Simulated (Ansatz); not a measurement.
# Ir: the cost of one run

Computed with Ansatz 0.2.0 (DFT LDA, scalar-relativistic, plane waves, PAW, unless a step's input says otherwise).

1 further run of the same task is left out (it didn't finish). Runs told in other sessions of the task aren't counted.

## Step 1: The system as given

It takes space group Fm-3m (No. 225, cubic). The conventional cell has a = 3.839 Å, b = 3.839 Å, c = 3.839 Å, α = 90.00°, β = 90.00°, γ = 90.00°. Ir (site symmetry m-3m) is surrounded by 12 Ir at 2.71 Å.

As a file:

```xyz
2
Lattice="0.0000 -1.9197 -1.9197 -1.9197 0.0000 -1.9197 1.9197 1.9197 -3.8394" Properties=species:S:1:pos:R:3 pbc="T T T"
Ir    0.0000    0.0000   -3.8394
Ir    0.0000    0.0000    0.0000
```

The cell is taken as given, not relaxed at this level.

## Step 2: The reference: the undisturbed cell on the scan's mesh

input.yaml reads:

```yaml
crystal:
  lattice:
    - [0.0, -1.9197, -1.9197]
    - [-1.9197, 0.0, -1.9197]
    - [1.9197, 1.9197, -3.8394]
  atoms:
    - { symbol: Ir, position: [0.5, 0.5, 0.5] }
    - { symbol: Ir, position: [0.0, 0.0, 0.0] }
basis:
  ecutwfc: 420
kpoints:
  mp_grid: { grid: [24, 24, 20] }
hamiltonian:
  xc: lda
scf:
  occupations: { method: gaussian, width: 0.15 }
output:
  forces: true
  stress: true
  eigenvalues: true
  write_density: true
  write_potential: true
  elf: true
  volumetric_format: npy
```

On the command line:

```bash
> ansatz run input.yaml --threads 2 --pin off --max-ram 5120MiB --backend cpu --events-out ev --progress --plain --runs-dir out
```

Q: Estimate wall time and peak memory on 2 threads of AMD EPYC 9R45 (Zen 5), shared host.

About 16 s, with a peak of 1.5 GiB.
